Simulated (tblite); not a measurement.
# C3H10GeO2Si: the cost of one run

The runs use tblite 0.8.0 and PySCF 2.14.0, with density-fitted response routines of our own; the level of theory stands in each step. All values are computed, except where a source is named. Atoms count from 0, in the outputs and in this text.

### 1 The starting structure

17 atoms, charge 0, multiplicity 1; geometry from: force field or distance geometry start.

Bonds of the start (Å): C0–O1 1.43, O1–C2 1.37, C2–O3 1.28, C2–Si4 1.85, Si4–C5 1.85, C5–Ge6 1.95, C0–H7 1.09, C0–H8 1.13, C0–H9 1.11, Si4–H10 1.47, Si4–H11 1.49, C5–H12 1.11, C5–H13 1.10, Ge6–H14 1.56, Ge6–H15 1.56, Ge6–H16 1.55.

### 2 Relaxing the molecule with GFN2-xTB

What the job is given:

```
{"job": {"kind": "relax", "xc": "GFN2-xTB", "basis": "xTB"}, "charge": 0, "multiplicity": 1}
C      3.135600     0.504100     0.815100
O      1.876500    -0.090100     0.502400
C      1.207900     0.149400    -0.668700
O      1.710800     0.959100    -1.526200
Si    -0.427200    -0.635700    -1.056900
C     -1.876600     0.490000    -0.852900
Ge    -2.503300     0.609600     0.992800
H      3.219700     1.452600     0.276800
H      3.198500     0.716600     1.924700
H      3.931800    -0.227200     0.571000
H     -0.674400    -1.847500    -0.263800
H     -0.399200    -1.045100    -2.490200
H     -2.717700     0.103100    -1.463100
H     -1.635200     1.512200    -1.170800
H     -1.306700     1.052800     1.883500
H     -3.135300    -0.731000     1.487000
H     -3.612200     1.688700     1.029300
```

Launch:

```console
OMP_NUM_THREADS=1 python probes_run.py task.json out
```

One launch serves the whole session: the jobs run in the order shown.

**Question.** How long does this first job take on 1 thread of Arm Neoverse V2, shared host, and how much memory does it need?

About 1.2 s, with a peak of 0.18 GiB.
